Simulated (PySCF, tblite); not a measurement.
# C4H4N2O2Si: geometry, infrared bands and NMR shifts

Aim: predict the infrared bands and NMR shifts of C4H4N2O2Si (`N#C/C(C=O)=N\[SiH2]C=O`).

The runs use tblite 0.8.0 and PySCF 2.14.0, with density-fitted response routines of our own; the level of theory stands in each step. All values are computed, except where a source is named. Atoms are numbered from 0 throughout.

### 1 The starting structure

13 atoms, charge 0, multiplicity 1; geometry from: force field or distance geometry start.

Bonds of the start (Å): N0–C1 1.16, C1–C2 1.45, C2–C3 1.45, C3–O4 1.28, C2–N5 1.31, N5–Si6 1.78, Si6–C7 1.84, C7–O8 1.23, C3–H9 1.10, Si6–H10 1.48, Si6–H11 1.47, C7–H12 1.09.

### 2 Relaxing the molecule with GFN2-xTB

What the job is given:

```
{"job": {"kind": "relax", "xc": "GFN2-xTB", "basis": "xTB"}, "charge": 0, "multiplicity": 1}
N      0.409600     1.773300     1.541500
C      0.723900     0.901400     0.836100
C      1.154800    -0.187800    -0.012700
C      2.546900    -0.164800    -0.434000
O      3.295300     0.772800     0.005200
N      0.308000    -1.107900    -0.400600
Si    -1.359400    -0.936700     0.210800
C     -2.032000     0.588400    -0.571500
O     -2.974600     0.550800    -1.358800
H      2.964800    -0.948600    -1.075500
H     -1.224600    -0.699000     1.669100
H     -2.183700    -2.122500    -0.059500
H     -1.633300     1.580900    -0.367700
```

Launch:

```sh
OMP_NUM_THREADS=1 python probes_run.py task.json out
```

This one command runs all jobs of the session in turn.

**Question.** This job is followed by: GFN2-xTB harmonic vibrations, gas phase; GIAO PBE0/pcSseg-1 NMR shielding, non-relativistic, gas phase. What will the session give for the following? strongest single infrared mode (GFN2-xTB); zero-point energy (GFN2-xTB); ¹³C shifts against TMS (PBE0/pcSseg-1); ¹H shifts against TMS (PBE0/pcSseg-1, means over atoms taken as alike); ¹⁵N shifts against NH3 (PBE0/pcSseg-1); ¹⁷O shifts against H2O (PBE0/pcSseg-1); ²⁹Si shifts against TMS (PBE0/pcSseg-1); surface potential, 1st and 99th percentile.

As calculated:

| quantity | value |
| --- | --- |
| strongest single infrared mode (GFN2-xTB) | 1754 cm⁻¹, 551 km/mol |
| zero-point energy (GFN2-xTB) | 44.4 kcal/mol |
| ¹³C shifts against TMS (PBE0/pcSseg-1) | 230.0, 195.0, 155.8, 116.3 ppm |
| ¹H shifts against TMS (PBE0/pcSseg-1, means over atoms taken as alike) | 11.63, 9.27, 5.49 ppm |
| ¹⁵N shifts against NH3 (PBE0/pcSseg-1) | 457.5, 331.7 ppm |
| ¹⁷O shifts against H2O (PBE0/pcSseg-1) | 910.5, 726.7 ppm |
| ²⁹Si shifts against TMS (PBE0/pcSseg-1) | -53.1 ppm |
| surface potential, 1st and 99th percentile | -1.25 V and 2.09 V |

What this shows: The optimisation took 78 steps and gained 0.797 eV; among the close pairs (by a distance rule), Si6–C7 changed most, from 1.841 to 1.945 Å. All 33 modes are real, so the xTB geometry is a minimum. The strongest single mode, at 1754 cm⁻¹, moves mainly C3 and O4. GFN2-xTB is a fitted tight-binding method: band positions and strengths are rough. Its intensities can rank the bands wrongly. At PBE0/pcSseg-1: The widest tensor belongs to O8: span 1910 ppm, with a paramagnetic part of -970 ppm. At PBE0/pcSseg-1, counted by nearest atom on the grid, the HOMO lies on O8 51 %; H12 14 %, the LUMO on N5 28 %; C2 22 %.
